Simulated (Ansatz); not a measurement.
Predict the output of the script below (Ansatz 0.2.0 through its Python package).

The script, `states_agbr.py`:
```python
'''Does a wider search find a lower mean-field state of AgBr?'''

import ansatz
import numpy as np

BASIS_SET = 'def2-SVP'
FUNCTIONAL = 'pbe'
VDW = 'd3bj'

geometry_ang = [
    ('Br', [1.2794, -0.4782, 0.6398]),
    ('Ag', [-1.2499, 0.418, -0.6357]),
]
molecule = ansatz.Crystal.molecule()
for symbol, xyz in geometry_ang:
    molecule = molecule.atom(symbol, xyz)
symbols = [site.symbol for site in molecule.cartesian_sites]

start = np.array([site.position_ang for site in molecule.cartesian_sites])
for factor in [1.0, 1.25, 1.6]:
    xyz = (start - start.mean(axis=0)) * factor
    scaled = ansatz.Crystal.molecule()
    for symbol, place in zip(symbols, xyz):
        scaled = scaled.atom(symbol, place.tolist())
    job = scaled.calculation()
    job = job.basis(gaussian=BASIS_SET)
    job = job.functional(FUNCTIONAL, dispersion=VDW)
    job = job.spin('collinear')
    for search in ('off', 'standard'):
        try:
            rep = job.scf(lower_state_search=search).run(threads=1).report
        except ansatz.AnsatzError as error:
            print(f'x{factor} search {search}: {type(error).__name__}')
            continue
        state = rep['mean_field']['state']
        print(f'all distances x{factor}, search {search:8s} E = {rep["free_energy_ev"]:.5f} eV  <S^2> = {abs(state["spin_squared"]):.3f}  other states met: {len(rep["mean_field"]["others"])}')
```

```console
$ python states_agbr.py
all distances x1.0, search off      E = -74026.81464 eV  <S^2> = 0.000  other states met: 0
all distances x1.0, search standard E = -74026.81464 eV  <S^2> = 0.000  other states met: 11
all distances x1.25, search off      E = -74025.68999 eV  <S^2> = 0.000  other states met: 0
all distances x1.25, search standard E = -74025.69799 eV  <S^2> = 0.144  other states met: 12
all distances x1.6, search off      E = -74024.90357 eV  <S^2> = 0.000  other states met: 0
all distances x1.6, search standard E = -74025.05854 eV  <S^2> = 0.624  other states met: 22
```

Reading the output:
- Total energies depend on the basis set; only differences at equal settings carry meaning.
- The count of other states can hold repeated and symmetry-equivalent ends of the search; scaling all distances is a test, and for more than two atoms no physical path.
- def2 sets replace the cores of elements past krypton by effective core potentials.
- The expectation value of S² is noticeably off S(S+1) in at least one run, so that state is spin-contaminated.
- Timing: 67 s on 1 thread of Arm Neoverse V1, on a shared host, peak memory 0.21 GiB.
